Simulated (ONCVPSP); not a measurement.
**An ONCV potential for As, from input to tests**

Task: generate the file, and judge it by its errors in other configurations, its logarithmic derivatives, its ghosts and its cutoff.

The numbers are computed with ONCVPSP 4.0.1 (BLYP, scalar-relativistic, spin-unpolarised reference atom).

### 1 The atom and the settings

Typed settings, in words:

- element: arsenic (As, Z = 33)
- type: optimised norm-conserving Vanderbilt (ONCV)
- frozen core: [Ne]
- valence charge: 23
- reference configuration: 3s2 3p6 3d10 4s1 4p4
- partial waves: 3s+4s: rc 1.00 bohr, ncon 3, nbas 6, qcut 11.8 1/bohr, 2 projectors; 3p+4p: rc 1.10 bohr, ncon 3, nbas 7, qcut 15.4 1/bohr, 3 projectors, debl 2.5 Ha; 3d: rc 0.60 bohr, ncon 3, nbas 6, qcut 15.7 1/bohr, 2 projectors, debl 0.9 Ha
- local potential: polynomial inside 0.45 bohr (lpopt 4, dvloc0 0 Ha)
- core correction: Teter function, fcfact 4.75, rcfact 1.35

### 2 Generating the potential

Input file As.dat:

```
# ATOM AND REFERENCE CONFIGURATION
# atsym  z   nc   nv     iexc    psfile
  As 33.00    3    5  -106131      upf
#
#   n    l    f
    1    0    2.00
    2    0    2.00
    2    1    6.00
    3    0    2.00
    3    1    6.00
    3    2   10.00
    4    0    1.00
    4    1    4.00
#
# PSEUDOPOTENTIAL AND OPTIMIZATION
# lmax
    2
#
#   l,   rc,      ep,       ncon, nbas, qcut
    0    1.00    0.00    3    6   11.80
    1    1.10    0.00    3    7   15.40
    2    0.60    0.00    3    6   15.70
#
# LOCAL POTENTIAL
# lloc, lpopt,  rc(5),   dvloc0
    4    4    0.45    0.00
#
# VANDERBILT-KLEINMAN-BYLANDER PROJECTORs
# l, nproj, debl
    0    2    3.20
    1    3    2.50
    2    2    0.90
#
# MODEL CORE CHARGE
# icmod, fcfact, rcfact
    3    4.75    1.35
#
# LOG DERIVATIVE ANALYSIS
# epsh1, epsh2, depsh
   -9.00    5.00    0.04
#
# OUTPUT GRID
# rlmax, drl
    6.00    0.01
#
# TEST CONFIGURATIONS
# ncnf
    4
# nvcnf
#   n    l    f
    5
    3    0    2.00
    3    1    6.00
    3    2   10.00
    4    0    2.00
    4    1    3.00
#
    5
    3    0    2.00
    3    1    6.00
    3    2   10.00
    4    0    2.00
    4    1    2.00
#
    5
    3    0    2.00
    3    1    6.00
    3    2   10.00
    4    0    2.00
    4    1    1.00
#
    5
    3    0    1.00
    3    1    6.00
    3    2   10.00
    4    0    2.00
    4    1    3.00
#
```

On the command line:

```
$ oncvpsp.x < As.dat > As.out
```

Before running it: what results should come out? Wanted: cutoffs; bound ghosts; GHOST(+) flags; largest miss of a reference level; largest test error; largest phase difference near zero energy, channels read; rms error of d²Exc/dn², without and with the model core; projector energies reset by the program.

The runs gave:

| quantity | value |
| --- | --- |
| cutoffs | not determined |
| bound ghosts | none found |
| GHOST(+) flags | none at low energy |
| largest miss of a reference level | 22 meV (3d) |
| largest test error (AE − PS) | -250 meV, for 3s1 3p6 3d10 4s2 4p3 |
| largest phase difference near zero energy, channels read | 0.000 rad |
| rms error of d²Exc/dn², without and with the model core | 2.18 and 1.68 mHa |
| projector energies reset by the program | d: -1.549, 0.250 Ha |

In words: The worst unpolarised test, 3s1 3p6 3d10 4s2 4p3, is off by 250 meV on 191.4 eV; by total energies transferability rates as fair for so large an energy. That test lies far up in energy; among those under 40 eV, nearer to bonding, the largest error is 1.7 meV. The program's ghost test flags no bound state. Near zero energy the phases of the channels with partial waves agree within 0.001 rad. These are tests on the free atom; a crystal test is still owed.
